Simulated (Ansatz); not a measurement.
# CH5AlN2O: the cost of one run

Program: Ansatz 0.2.0. Level of theory: RKS B3LYP-D4/def2-SVP. These are calculated values, not measurements.

## (1) The system as given

Bond lengths: N1–C2 1.369 Å, C2–O3 1.400 Å, C2–N4 1.373 Å, N4–Al5 1.887 Å, N1–H6 1.095 Å, N1–H7 1.047 Å, O3–H8 1.042 Å, Al5–H9 1.592 Å, Al5–H10 1.586 Å. Angles: N1–C2–O3 117.9°, N1–C2–N4 119.5°, O3–C2–N4 122.6°, C2–N1–H6 123.2°, C2–N1–H7 122.7°, H6–N1–H7 113.9°, C2–O3–H8 119.2°, C2–N4–Al5 127.8°, N4–Al5–H9 116.8°, N4–Al5–H10 121.8°, H9–Al5–H10 121.2°.

As a file:

```xyz
10

N    -1.5408    1.1151    0.8408
C    -0.6659    0.2048    0.3127
O    -1.0403   -1.1439    0.3174
N     0.5502    0.6327   -0.1611
Al    1.9220   -0.4098   -0.9310
H    -1.3617    2.1951    0.8291
H    -2.4810    0.8458    1.2150
H    -0.3641   -1.8601   -0.0229
H     3.2381    0.3601   -1.3879
H     1.8267   -1.9910   -1.0091
```

## (2) End point A

input.yaml reads:

```yaml
crystal:
  periodic: [false, false, false]
  atoms:
    - { symbol: "N", position_ang: [-1.5408, 1.1151, 0.8408] }
    - { symbol: C, position_ang: [-0.6659, 0.2048, 0.3127] }
    - { symbol: O, position_ang: [-1.0403, -1.1439, 0.3174] }
    - { symbol: "N", position_ang: [0.5502, 0.6327, -0.1611] }
    - { symbol: Al, position_ang: [1.922, -0.4098, -0.931] }
    - { symbol: H, position_ang: [-1.3617, 2.1951, 0.8291] }
    - { symbol: H, position_ang: [-2.481, 0.8458, 1.215] }
    - { symbol: H, position_ang: [-0.3641, -1.8601, -0.0229] }
    - { symbol: H, position_ang: [3.2381, 0.3601, -1.3879] }
    - { symbol: H, position_ang: [1.8267, -1.991, -1.0091] }
basis:
  gaussian: { orbitals: def2-SVP }
hamiltonian:
  xc: b3lyp
  dispersion: d4
relax:
  f_tol: 0.02
  max_steps: 50
```

On the command line:

```sh
ansatz run input.yaml --threads 2 --pin off --max-ram 3072MiB --backend cpu --events-out ev --progress --plain --runs-dir out
```

What time and memory should one allow on 2 threads of AMD EPYC 9R45 (Zen 5), shared host?

About 27 s, with a peak of 0.23 GiB.
